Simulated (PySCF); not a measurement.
# The bond of InS+, level by level, part 1 of 2

One job finds the state of InS+, follows it along the bond with each method and fits the curves.

Computed with PySCF 2.14.0. Level: In def2-SVPD with ECP28, S def2-SVPD, scalar-relativistic core potentials.

### 1 Set-up

A driver script around PySCF takes these settings:

```yaml
atoms: In, S
charge: 1
basis: In def2-SVPD with ECP28, S def2-SVPD
Hamiltonian: scalar-relativistic core potentials
basis_functions: 59
electrons_treated: 36
masses_in_u: 114.9039, 31.9721
levels: PBE0, PBE, r²SCAN, revPBE, B97-3, BLYP, HF, MP2, SCS-MP2, CCSD, CCSD(T)
grid: 80 radial by 434 angular points
occupations: held fixed by the projection of orbital angular momentum
dissociation_limit: In+ + S, each in its ground configuration
starting_distance_in_angstrom: 2.475
values_of_2S_to_try: 0, 2
```

Run with:

```bash
OMP_NUM_THREADS=1 python dia.py task.json out
```

After the search, every level is run at each distance in turn; below they are sorted by level.

### 2 State search with unrestricted PBE0

Unrestricted PBE0 solutions at 2.475 Å, counted from the lowest. The search isn't exhaustive.

| 2Ms+1 | unpaired | term | E (eV) | ⟨S²⟩ | ⟨Lz²⟩ | μ (D) |
| --- | --- | --- | --- | --- | --- | --- |
| 3 | σ ↑, π ↑ | ³Π | 0.00 | 2.01 | 1.01 | -1.14 |
| 1 | σ ↓, π ↑ | not assigned | 0.23 | 1.01 | 1.01 | -1.33 |
| 3 | π ↑↑ | ³Σ⁻ | 0.54 | 2.01 | 0.00 | 2.34 |
| 1 | π ↑↓ | not assigned | 0.98 | 1.01 | 2.02 | 2.33 |
| 1 | none | ¹Σ⁺ | 1.20 | 0.00 | 0.00 | -3.62 |
| 1 | none | not assigned | 2.40 | 0.00 | 2.00 | 2.37 |
| 3 | σ ↑↑ | ³Σ⁺ | 3.70 | 2.02 | 0.00 | -3.66 |
| 3 | π ↑↑ | not assigned | 4.44 | 2.04 | 2.01 | -0.36 |
| 3 | σ ↑, π ↑↑↓ | not assigned | 4.58 | 3.01 | 3.02 | 2.97 |
| 3 | π ↑↑ | not assigned | 4.61 | 2.04 | 2.01 | -0.33 |

10 of 12 solutions are listed, lowest first.

A term symbol stands only where ⟨S²⟩ and ⟨Lz²⟩ are near those of a pure state. A positive dipole points from In to S; in an ion it is taken about the centre of mass and does not tell which atom is negative.

The most promising solutions are followed along the bond (rough minima from three points):

| 2Ms+1 | unpaired | R at minimum (Å) | energy at minimum (eV) |
| --- | --- | --- | --- |
| 3 | π ↑↑ | 3.16 | 0.00 |
| 3 | σ ↑, π ↑ | 2.64 | 0.25 |
| 1 | π ↑↓ | 3.16 | 0.44 |
| 1 | σ ↓, π ↑ | 2.54 | 0.49 |
| 1 | none | not bracketed | ≤ 1.30 |

The search made 12 SCF attempts at the starting distance; with the short scans it took 19 s of wall time (1 thread of Oxide Virtual Turin-like (Zen 5), shared host).

### 3 The PBE0 curve of the state that the search chose

State followed: ³Σ⁻ (triplet), unpaired electrons π ↑↑. The scan is laid around 3.160 Å.

The SCF at the reference distance, 3.160 Å, printed:

```text
******** <class 'pyscf.dft.uks_symm.SymAdaptedUKS'> ********
method = SymAdaptedUKS
initial guess = minao
damping factor = 0
level_shift factor = 0
DIIS = <class 'pyscf.scf.diis.CDIIS'>
diis_start_cycle = 1
diis_space = 10
diis_damp = 0
SCF conv_tol = 1e-09
SCF conv_tol_grad = None
SCF max_cycles = 60
direct_scf = False
max_memory 909 MB (current use 394 MB)
number electrons alpha = 19  beta = 17
XC library pyscf.dft.libxc version 7.0.0
    S. Lehtola, C. Steigemann, M. J.T. Oliveira, and M. A.L. Marques.,  SoftwareX 7, 1–5 (2018)
XC functionals = PBE0
    C. Adamo and V. Barone.,  J. Chem. Phys. 110, 6158 (1999)
    M. Ernzerhof and G. E. Scuseria.,  J. Chem. Phys. 110, 5029 (1999)
small_rho_cutoff = 0
Overwritten attributes  get_jk get_occ get_hcore get_j get_k  of <class 'pyscf.dft.uks_symm.SymAdaptedUKS'>
<class 'pyscf.dft.uks_symm.SymAdaptedUKS'> does not have attributes  refdm
Set gradient conv threshold to 3.16228e-05
init E= -587.764603028185
cycle= 1 E= -587.766483007686  delta_E= -0.00188  |g|= 0.00212  |ddm|= 0.0203
cycle= 2 E= -587.766486294451  delta_E= -3.29e-06  |g|= 0.00154  |ddm|= 0.00924
cycle= 3 E= -587.766488469286  delta_E= -2.17e-06  |g|= 0.000103  |ddm|= 0.00341
cycle= 4 E= -587.76648847806  delta_E= -8.77e-09  |g|= 2.45e-05  |ddm|= 0.000251
cycle= 5 E= -587.766488478675  delta_E= -6.15e-10  |g|= 7.41e-06  |ddm|= 6.68e-05
Extra cycle  E= -587.766488478738  delta_E= -6.32e-11  |g|= 4.55e-06  |ddm|= 2.29e-05
converged SCF energy = -587.766488478738  <S^2> = 2.0061929  2S+1 = 3.0041258
```

The curve and what changes along it:

| R (Å) | E (eV) | μ (D) | Mulliken charge of In (e) | Mayer bond order | ⟨S²⟩ | HOMO (eV) | LUMO (eV) |
| --- | --- | --- | --- | --- | --- | --- | --- |
| 2.7176 | 0.2359 | 1.45 | 0.90 | 0.36 | 2.01 | -12.70 | -10.52 |
| 2.8440 | 0.0986 | 1.01 | 0.91 | 0.32 | 2.01 | -12.72 | -10.21 |
| 2.9704 | 0.0279 | 0.60 | 0.92 | 0.29 | 2.01 | -12.68 | -9.93 |
| 3.0652 | 0.0050 | 0.30 | 0.93 | 0.27 | 2.01 | -12.62 | -9.74 |
| 3.1600 | 0.0000 | 0.01 | 0.93 | 0.25 | 2.01 | -12.54 | -9.55 |
| 3.2548 | 0.0077 | -0.26 | 0.93 | 0.23 | 2.01 | -12.44 | -9.39 |
| 3.3812 | 0.0312 | -0.62 | 0.93 | 0.22 | 2.01 | -12.28 | -9.18 |
| 3.5392 | 0.0724 | -1.05 | 0.93 | 0.19 | 2.01 | -12.08 | -8.94 |
| 3.7288 | 0.1288 | -1.54 | 0.94 | 0.17 | 2.01 | -11.82 | -8.68 |
| 3.9816 | 0.2031 | -2.15 | 0.95 | 0.14 | 2.01 | -11.50 | -8.37 |

The fit gives Re = 3.144 Å, ωe = 127.2 cm⁻¹, ωexe = 1.04 cm⁻¹, αe = 0.000638 cm⁻¹, Be = 0.06817 cm⁻¹, De = 0.53 eV, μ = 0.06 D.

Orbitals nearest the gap at 3.160 Å:

| spin | orbital | ε (eV) | filled | made of |
| --- | --- | --- | --- | --- |
| β | π | -27.36 | yes | In d 100 % |
| β | σ | -27.35 | yes | In d 100 % |
| α | σ | -25.68 | yes | S s 98 % |
| β | σ | -22.75 | yes | S s 100 % |
| α | σ | -15.41 | yes | In s 71 %, S p 26 % |
| β | σ | -15.26 | yes | In s 83 %, S p 15 % |
| α | π | -14.75 | yes | S p 100 % |
| α | π | -14.75 | yes | S p 100 % |
| α | σ | -13.21 | yes | S p 71 %, In s 26 % |
| β | σ | -12.54 | yes | S p 78 %, In s 15 % |
| β | π | -9.55 | no | S p 96 % |
| β | π | -9.55 | no | S p 96 % |
| α | π | -7.00 | no | In p 98 % |
| α | π | -7.00 | no | In p 98 % |

Polarisability there: 72.5 bohr³ along the bond, 39.6 across it.

### 4 Orbitals, density and potential

The fields below are evaluated on a grid from the run's orbitals.

Frontier orbitals at PBE0 (alpha spin), with the share of their density that lies nearest to each atom:

| orbital | energy (eV) | lies on |
| --- | --- | --- |
| HOMO | -13.21 | S2 70 %; In1 30 % |
| LUMO | -7.00 | In1 95 % |

ELF in a plane through or near 2 of the atoms.

Ten even steps from ' ' (0.00) to '@' (0.95):
```
                                                        
          ..::----::..                                  
        ::++******++==..        ..::..::::::..          
      --**####**++++==--..    ::--------====--::        
    ..++####**++======--..  ..--======++++++==--..      
  ..==##%%++==----------..  ::++**##########**++--..    
  ::**%%##==--::::::::::::..--##%%%%%%%%@@@@%%##++--    
  ==##%%**----==++++==::::..++%%@@%%++++%%@@@@%%##==..  
  ++%%##++::==######**--::..**@@@@==::::--@@@@%%##**::  
..++%%##++::++%%..::##==::..##@@@@::##%%::##@@@@%%**::  
..++%%##++::++%%..::##==::..##@@@@::##%%::##@@@@%%**::  
  ++%%##++::==######**--::..**@@@@==::::::@@@@%%##**::  
  ==##%%**----==++++==::::..++%%@@%%++++%%@@@@%%##==..  
  ::**%%##==--::::::::::::..--##%%%%%%%%@@@@%%##++--    
  ..==##%%++==----------..  ::++**##########**++--..    
    ..++####**++======--..  ..--======++++++==--..      
      --**####**++++==--..    ::--------====--::        
        ::++******++==..        ..::..::::::..          
          ..::----::..                                  
                                                        
```
The map spans 8.4 Å across and 5.2 Å up, centred on the molecule. Atoms in the plane (x, y in Å): In1 (-1.6, 0.0), S2 (1.6, 0.0).

On the surface of density 0.002 e/bohr³ the electrostatic potential runs, from the 1st to the 99th percentile, from 3.47 V near S2 to 7.17 V near In1.

The spin density lies nearest to S2 98 %.

Core electrons inside the core potentials are missing from the density.

### 5 Other states along the same grid

State 2: ³Π (triplet), unpaired electrons σ ↑, π ↑, an excited solution.

Output of the SCF at 3.160 Å:

```text
******** <class 'pyscf.dft.uks_symm.SymAdaptedUKS'> ********
method = SymAdaptedUKS
initial guess = minao
damping factor = 0
level_shift factor = 0
DIIS = <class 'pyscf.scf.diis.CDIIS'>
diis_start_cycle = 1
diis_space = 10
diis_damp = 0
SCF conv_tol = 1e-09
SCF conv_tol_grad = None
SCF max_cycles = 60
direct_scf = False
max_memory 909 MB (current use 443 MB)
number electrons alpha = 19  beta = 17
XC library pyscf.dft.libxc version 7.0.0
    S. Lehtola, C. Steigemann, M. J.T. Oliveira, and M. A.L. Marques.,  SoftwareX 7, 1–5 (2018)
XC functionals = PBE0
    C. Adamo and V. Barone.,  J. Chem. Phys. 110, 6158 (1999)
    M. Ernzerhof and G. E. Scuseria.,  J. Chem. Phys. 110, 5029 (1999)
small_rho_cutoff = 0
Set gradient conv threshold to 3.16228e-05
init E= -587.749682324933
cycle= 1 E= -587.753263167794  delta_E= -0.00358  |g|= 0.00132  |ddm|= 0.0221
cycle= 2 E= -587.753267264568  delta_E= -4.1e-06  |g|= 0.000878  |ddm|= 0.00642
cycle= 3 E= -587.753268235261  delta_E= -9.71e-07  |g|= 0.000252  |ddm|= 0.00216
cycle= 4 E= -587.753268534335  delta_E= -2.99e-07  |g|= 0.000101  |ddm|= 0.00172
cycle= 5 E= -587.753268560634  delta_E= -2.63e-08  |g|= 2.8e-05  |ddm|= 0.000523
cycle= 6 E= -587.753268562578  delta_E= -1.94e-09  |g|= 6.25e-06  |ddm|= 0.00015
cycle= 7 E= -587.753268562645  delta_E= -6.68e-11  |g|= 2.27e-06  |ddm|= 2.65e-05
Extra cycle  E= -587.753268562648  delta_E= -3.3e-12  |g|= 1.66e-06  |ddm|= 5.02e-06
converged SCF energy = -587.753268562648  <S^2> = 2.0066283  2S+1 = 3.0044156
```

No constants are quoted: the lowest point is the short end of the scan.

State 3: Ms = 0 determinant of mixed spin (⟨S²⟩ = 1.01), unpaired electrons π ↑↓, an excited solution.

The SCF at the reference distance, 3.160 Å, printed:

```text
******** <class 'pyscf.dft.uks_symm.SymAdaptedUKS'> ********
method = SymAdaptedUKS
initial guess = minao
damping factor = 0
level_shift factor = 0
DIIS = <class 'pyscf.scf.diis.CDIIS'>
diis_start_cycle = 1
diis_space = 10
diis_damp = 0
SCF conv_tol = 1e-09
SCF conv_tol_grad = None
SCF max_cycles = 60
direct_scf = False
max_memory 909 MB (current use 443 MB)
number electrons alpha = 18  beta = 18
XC library pyscf.dft.libxc version 7.0.0
    S. Lehtola, C. Steigemann, M. J.T. Oliveira, and M. A.L. Marques.,  SoftwareX 7, 1–5 (2018)
XC functionals = PBE0
    C. Adamo and V. Barone.,  J. Chem. Phys. 110, 6158 (1999)
    M. Ernzerhof and G. E. Scuseria.,  J. Chem. Phys. 110, 5029 (1999)
small_rho_cutoff = 0
Set gradient conv threshold to 3.16228e-05
init E= -587.748485422348
cycle= 1 E= -587.750473778795  delta_E= -0.00199  |g|= 0.00215  |ddm|= 0.0202
cycle= 2 E= -587.75047712095  delta_E= -3.34e-06  |g|= 0.00158  |ddm|= 0.00935
cycle= 3 E= -587.750479398376  delta_E= -2.28e-06  |g|= 0.000106  |ddm|= 0.00345
cycle= 4 E= -587.750479407112  delta_E= -8.74e-09  |g|= 2.23e-05  |ddm|= 0.000253
cycle= 5 E= -587.750479407472  delta_E= -3.6e-10  |g|= 5.26e-06  |ddm|= 5.02e-05
Extra cycle  E= -587.750479407486  delta_E= -1.38e-11  |g|= 3.27e-06  |ddm|= 1.26e-05
converged SCF energy = -587.750479407486  <S^2> = 1.0091754  2S+1 = 2.2442597
```

Re = 3.147 Å, ωe = 126.6 cm⁻¹; the determinant mixes terms (⟨S²⟩ = 1.01, ⟨Lz²⟩ = 2.02), so these belong to no real state. Its minimum lies 0.44 eV above that of the lowest state.

State 4: Ms = 0 determinant of mixed spin (⟨S²⟩ = 1.01), unpaired electrons σ ↓, π ↑, an excited solution.

Output of the SCF at 3.160 Å:

```text
******** <class 'pyscf.dft.uks_symm.SymAdaptedUKS'> ********
method = SymAdaptedUKS
initial guess = minao
damping factor = 0
level_shift factor = 0
DIIS = <class 'pyscf.scf.diis.CDIIS'>
diis_start_cycle = 1
diis_space = 10
diis_damp = 0
SCF conv_tol = 1e-09
SCF conv_tol_grad = None
SCF max_cycles = 60
direct_scf = False
max_memory 909 MB (current use 443 MB)
number electrons alpha = 18  beta = 18
XC library pyscf.dft.libxc version 7.0.0
    S. Lehtola, C. Steigemann, M. J.T. Oliveira, and M. A.L. Marques.,  SoftwareX 7, 1–5 (2018)
XC functionals = PBE0
    C. Adamo and V. Barone.,  J. Chem. Phys. 110, 6158 (1999)
    M. Ernzerhof and G. E. Scuseria.,  J. Chem. Phys. 110, 5029 (1999)
small_rho_cutoff = 0
Set gradient conv threshold to 3.16228e-05
init E= -587.735068589421
cycle= 1 E= -587.739123766018  delta_E= -0.00406  |g|= 0.00152  |ddm|= 0.0229
cycle= 2 E= -587.73912933769  delta_E= -5.57e-06  |g|= 0.00104  |ddm|= 0.00761
cycle= 3 E= -587.739130663343  delta_E= -1.33e-06  |g|= 0.00029  |ddm|= 0.0025
cycle= 4 E= -587.739131091934  delta_E= -4.29e-07  |g|= 0.000117  |ddm|= 0.00215
cycle= 5 E= -587.739131123569  delta_E= -3.16e-08  |g|= 3.44e-05  |ddm|= 0.000571
cycle= 6 E= -587.739131126448  delta_E= -2.88e-09  |g|= 8.18e-06  |ddm|= 0.000179
cycle= 7 E= -587.73913112657  delta_E= -1.22e-10  |g|= 3.3e-06  |ddm|= 3.55e-05
Extra cycle  E= -587.739131126575  delta_E= -5.23e-12  |g|= 2.43e-06  |ddm|= 8e-06
converged SCF energy = -587.739131126575  <S^2> = 1.0120135  2S+1 = 2.2467875
```

No constants are quoted: the lowest point is the short end of the scan.

Energy (eV) from the lowest point of the lowest state:

| R (Å) | lowest | state 2 | state 3 | state 4 |
| --- | --- | --- | --- | --- |
| 2.718 | 0.236 | 0.253 | 0.673 | 0.556 |
| 2.844 | 0.099 | 0.281 | 0.535 | 0.617 |
| 2.970 | 0.028 | 0.314 | 0.464 | 0.674 |
| 3.065 | 0.005 | 0.337 | 0.441 | 0.712 |
| 3.160 | 0.000 | 0.360 | 0.436 | 0.744 |
| 3.255 | 0.008 | 0.380 | 0.443 | 0.773 |
| 3.381 | 0.031 | 0.405 | 0.466 | 0.805 |
| 3.539 | 0.072 | 0.432 | 0.507 | 0.838 |
| 3.729 | 0.129 | 0.458 | 0.562 | 0.868 |
| 3.982 | 0.203 | 0.485 | 0.635 | 0.899 |

### 6 PBE

Log of the SCF at 3.160 Å:

```text
******** <class 'pyscf.dft.uks_symm.SymAdaptedUKS'> ********
method = SymAdaptedUKS
initial guess = minao
damping factor = 0
level_shift factor = 0
DIIS = <class 'pyscf.scf.diis.CDIIS'>
diis_start_cycle = 1
diis_space = 10
diis_damp = 0
SCF conv_tol = 1e-09
SCF conv_tol_grad = None
SCF max_cycles = 60
direct_scf = False
max_memory 909 MB (current use 443 MB)
number electrons alpha = 19  beta = 17
XC library pyscf.dft.libxc version 7.0.0
    S. Lehtola, C. Steigemann, M. J.T. Oliveira, and M. A.L. Marques.,  SoftwareX 7, 1–5 (2018)
XC functionals = PBE
    J. P. Perdew, K. Burke, and M. Ernzerhof.,  Phys. Rev. Lett. 77, 3865 (1996)
    J. P. Perdew, K. Burke, and M. Ernzerhof.,  Phys. Rev. Lett. 78, 1396 (1997)
    J. P. Perdew, K. Burke, and M. Ernzerhof.,  Phys. Rev. Lett. 77, 3865 (1996)
    J. P. Perdew, K. Burke, and M. Ernzerhof.,  Phys. Rev. Lett. 78, 1396 (1997)
small_rho_cutoff = 0
Set gradient conv threshold to 3.16228e-05
init E= -587.734776344623
cycle= 1 E= -587.735902126607  delta_E= -0.00113  |g|= 0.0201  |ddm|= 0.129
cycle= 2 E= -587.735952228521  delta_E= -5.01e-05  |g|= 0.0146  |ddm|= 0.0506
cycle= 3 E= -587.736068562363  delta_E= -0.000116  |g|= 0.00235  |ddm|= 0.0263
cycle= 4 E= -587.736073452695  delta_E= -4.89e-06  |g|= 0.000264  |ddm|= 0.00513
cycle= 5 E= -587.736073514047  delta_E= -6.14e-08  |g|= 3.64e-05  |ddm|= 0.000784
cycle= 6 E= -587.736073515426  delta_E= -1.38e-09  |g|= 4.77e-06  |ddm|= 8.95e-05
cycle= 7 E= -587.736073515445  delta_E= -1.93e-11  |g|= 1.98e-06  |ddm|= 1.32e-05
Extra cycle  E= -587.736073515444  delta_E= 9.09e-13  |g|= 2.17e-06  |ddm|= 9.51e-06
converged SCF energy = -587.736073515444  <S^2> = 2.0054541  2S+1 = 3.0036339
```

Re = 3.146 Å, ωe = 128.0 cm⁻¹, ωexe = 0.998 cm⁻¹, αe = 0.000624 cm⁻¹, Be = 0.06809 cm⁻¹, De = 0.59 eV, μ = 0.27 D. 6.2 s of CPU time for 12 points, integrals apart.

### 7 r²SCAN (meta-GGA)

Output of the SCF at 3.160 Å:

```text
******** <class 'pyscf.dft.uks_symm.SymAdaptedUKS'> ********
method = SymAdaptedUKS
initial guess = minao
damping factor = 0
level_shift factor = 0
DIIS = <class 'pyscf.scf.diis.CDIIS'>
diis_start_cycle = 1
diis_space = 10
diis_damp = 0
SCF conv_tol = 1e-09
SCF conv_tol_grad = None
SCF max_cycles = 60
direct_scf = False
max_memory 909 MB (current use 447 MB)
number electrons alpha = 19  beta = 17
XC library pyscf.dft.libxc version 7.0.0
    S. Lehtola, C. Steigemann, M. J.T. Oliveira, and M. A.L. Marques.,  SoftwareX 7, 1–5 (2018)
XC functionals = R2SCAN
    J. W. Furness, A. D. Kaplan, J. Ning, J. P. Perdew, and J. Sun.,  J. Phys. Chem. Lett. 11, 8208-8215 (2020)
    J. W. Furness, A. D. Kaplan, J. Ning, J. P. Perdew, and J. Sun.,  J. Phys. Chem. Lett. 11, 9248-9248 (2020)
    J. W. Furness, A. D. Kaplan, J. Ning, J. P. Perdew, and J. Sun.,  J. Phys. Chem. Lett. 11, 8208-8215 (2020)
    J. W. Furness, A. D. Kaplan, J. Ning, J. P. Perdew, and J. Sun.,  J. Phys. Chem. Lett. 11, 9248-9248 (2020)
small_rho_cutoff = 0
Set gradient conv threshold to 3.16228e-05
init E= -587.94184419189
cycle= 1 E= -587.942411639422  delta_E= -0.000567  |g|= 0.00966  |ddm|= 0.115
cycle= 2 E= -587.942427213479  delta_E= -1.56e-05  |g|= 0.00883  |ddm|= 0.0389
cycle= 3 E= -587.942500422093  delta_E= -7.32e-05  |g|= 0.000838  |ddm|= 0.0193
cycle= 4 E= -587.942500787583  delta_E= -3.65e-07  |g|= 0.000246  |ddm|= 0.00164
cycle= 5 E= -587.942500852948  delta_E= -6.54e-08  |g|= 6.16e-05  |ddm|= 0.000911
cycle= 6 E= -587.942500859788  delta_E= -6.84e-09  |g|= 2.37e-05  |ddm|= 0.000235
cycle= 7 E= -587.942500860884  delta_E= -1.1e-09  |g|= 6.63e-06  |ddm|= 0.000106
cycle= 8 E= -587.942500860972  delta_E= -8.78e-11  |g|= 6.96e-07  |ddm|= 3.17e-05
Extra cycle  E= -587.942500860973  delta_E= -1.82e-12  |g|= 3.47e-07  |ddm|= 3.54e-06
converged SCF energy = -587.942500860973  <S^2> = 2.0093923  2S+1 = 3.006255
```

Re = 3.121 Å, ωe = 131.6 cm⁻¹, ωexe = 1.04 cm⁻¹, αe = 0.000633 cm⁻¹, Be = 0.06920 cm⁻¹, De = 0.57 eV, μ = 0.32 D.

### 8 revPBE (GGA)

Output of the SCF at 3.160 Å:

```text
******** <class 'pyscf.dft.uks_symm.SymAdaptedUKS'> ********
method = SymAdaptedUKS
initial guess = minao
damping factor = 0
level_shift factor = 0
DIIS = <class 'pyscf.scf.diis.CDIIS'>
diis_start_cycle = 1
diis_space = 10
diis_damp = 0
SCF conv_tol = 1e-09
SCF conv_tol_grad = None
SCF max_cycles = 60
direct_scf = False
max_memory 909 MB (current use 447 MB)
number electrons alpha = 19  beta = 17
XC library pyscf.dft.libxc version 7.0.0
    S. Lehtola, C. Steigemann, M. J.T. Oliveira, and M. A.L. Marques.,  SoftwareX 7, 1–5 (2018)
XC functionals = PBE_R,PBE
    Y. Zhang and W. Yang.,  Phys. Rev. Lett. 80, 890 (1998)
    J. P. Perdew, K. Burke, and M. Ernzerhof.,  Phys. Rev. Lett. 77, 3865 (1996)
    J. P. Perdew, K. Burke, and M. Ernzerhof.,  Phys. Rev. Lett. 78, 1396 (1997)
small_rho_cutoff = 0
Set gradient conv threshold to 3.16228e-05
init E= -587.890090867247
cycle= 1 E= -587.89091112023  delta_E= -0.00082  |g|= 0.0151  |ddm|= 0.136
cycle= 2 E= -587.890938815264  delta_E= -2.77e-05  |g|= 0.0109  |ddm|= 0.0389
cycle= 3 E= -587.891005942584  delta_E= -6.71e-05  |g|= 0.00175  |ddm|= 0.0203
cycle= 4 E= -587.891008691585  delta_E= -2.75e-06  |g|= 0.000203  |ddm|= 0.00387
cycle= 5 E= -587.891008723756  delta_E= -3.22e-08  |g|= 2.49e-05  |ddm|= 0.000585
cycle= 6 E= -587.891008724357  delta_E= -6.02e-10  |g|= 6.83e-06  |ddm|= 6.65e-05
Extra cycle  E= -587.891008724375  delta_E= -1.71e-11  |g|= 5.9e-06  |ddm|= 3.1e-05
converged SCF energy = -587.891008724375  <S^2> = 2.0056819  2S+1 = 3.0037856
```

Re = 3.206 Å, ωe = 117.1 cm⁻¹, ωexe = 1.02 cm⁻¹, αe = 0.000659 cm⁻¹, Be = 0.06557 cm⁻¹, De = 0.497 eV, μ = 0.07 D.

### 9 B97-3 (global hybrid GGA)

Log of the SCF at 3.160 Å:

```text
******** <class 'pyscf.dft.uks_symm.SymAdaptedUKS'> ********
method = SymAdaptedUKS
initial guess = minao
damping factor = 0
level_shift factor = 0
DIIS = <class 'pyscf.scf.diis.CDIIS'>
diis_start_cycle = 1
diis_space = 10
diis_damp = 0
SCF conv_tol = 1e-09
SCF conv_tol_grad = None
SCF max_cycles = 60
direct_scf = False
max_memory 909 MB (current use 447 MB)
number electrons alpha = 19  beta = 17
XC library pyscf.dft.libxc version 7.0.0
    S. Lehtola, C. Steigemann, M. J.T. Oliveira, and M. A.L. Marques.,  SoftwareX 7, 1–5 (2018)
XC functionals = HYB_GGA_XC_B97_3
    T. W. Keal and D. J. Tozer.,  J. Chem. Phys. 123, 121103 (2005)
small_rho_cutoff = 0
Set gradient conv threshold to 3.16228e-05
init E= -587.908833141322
cycle= 1 E= -587.909197805584  delta_E= -0.000365  |g|= 0.00572  |ddm|= 0.0889
cycle= 2 E= -587.909208849497  delta_E= -1.1e-05  |g|= 0.00257  |ddm|= 0.0184
cycle= 3 E= -587.90921162717  delta_E= -2.78e-06  |g|= 0.000256  |ddm|= 0.00395
cycle= 4 E= -587.909211688458  delta_E= -6.13e-08  |g|= 7.04e-05  |ddm|= 0.000727
cycle= 5 E= -587.909211693164  delta_E= -4.71e-09  |g|= 2.2e-05  |ddm|= 0.000172
cycle= 6 E= -587.909211693753  delta_E= -5.89e-10  |g|= 3.81e-06  |ddm|= 6.43e-05
Extra cycle  E= -587.909211693775  delta_E= -2.15e-11  |g|= 2.17e-06  |ddm|= 1.16e-05
converged SCF energy = -587.909211693775  <S^2> = 2.0052616  2S+1 = 3.0035057
```

Re = 3.236 Å, ωe = 112.1 cm⁻¹, ωexe = 1.02 cm⁻¹, αe = 0.000674 cm⁻¹, Be = 0.06437 cm⁻¹, De = 0.442 eV, μ = -0.29 D.

### 10 BLYP (GGA)

The SCF at the reference distance, 3.160 Å, printed:

```text
******** <class 'pyscf.dft.uks_symm.SymAdaptedUKS'> ********
method = SymAdaptedUKS
initial guess = minao
damping factor = 0
level_shift factor = 0
DIIS = <class 'pyscf.scf.diis.CDIIS'>
diis_start_cycle = 1
diis_space = 10
diis_damp = 0
SCF conv_tol = 1e-09
SCF conv_tol_grad = None
SCF max_cycles = 60
direct_scf = False
max_memory 909 MB (current use 448 MB)
number electrons alpha = 19  beta = 17
XC library pyscf.dft.libxc version 7.0.0
    S. Lehtola, C. Steigemann, M. J.T. Oliveira, and M. A.L. Marques.,  SoftwareX 7, 1–5 (2018)
XC functionals = BLYP
    A. D. Becke.,  Phys. Rev. A 38, 3098 (1988)
    C. Lee, W. Yang, and R. G. Parr.,  Phys. Rev. B 37, 785 (1988)
    B. Miehlich, A. Savin, H. Stoll, and H. Preuss.,  Chem. Phys. Lett. 157, 200 (1989)
small_rho_cutoff = 0
Set gradient conv threshold to 3.16228e-05
init E= -587.875732364503
cycle= 1 E= -587.877556907361  delta_E= -0.00182  |g|= 0.0226  |ddm|= 0.153
cycle= 2 E= -587.877632690235  delta_E= -7.58e-05  |g|= 0.0163  |ddm|= 0.058
cycle= 3 E= -587.877751045461  delta_E= -0.000118  |g|= 0.00189  |ddm|= 0.0293
cycle= 4 E= -587.8777541538  delta_E= -3.11e-06  |g|= 0.000374  |ddm|= 0.00457
cycle= 5 E= -587.877754297238  delta_E= -1.43e-07  |g|= 7.03e-05  |ddm|= 0.00108
cycle= 6 E= -587.877754302177  delta_E= -4.94e-09  |g|= 2.32e-05  |ddm|= 0.000177
cycle= 7 E= -587.877754302683  delta_E= -5.06e-10  |g|= 3.62e-06  |ddm|= 5.11e-05
Extra cycle  E= -587.877754302679  delta_E= 4.32e-12  |g|= 4.44e-06  |ddm|= 1.97e-05
converged SCF energy = -587.877754302679  <S^2> = 2.004657  2S+1 = 3.003103
```

Re = 3.214 Å, ωe = 116.0 cm⁻¹, ωexe = 0.984 cm⁻¹, αe = 0.000653 cm⁻¹, Be = 0.06523 cm⁻¹, De = 0.50 eV, μ = 0.10 D.

(Continued in part 2 of 2.)
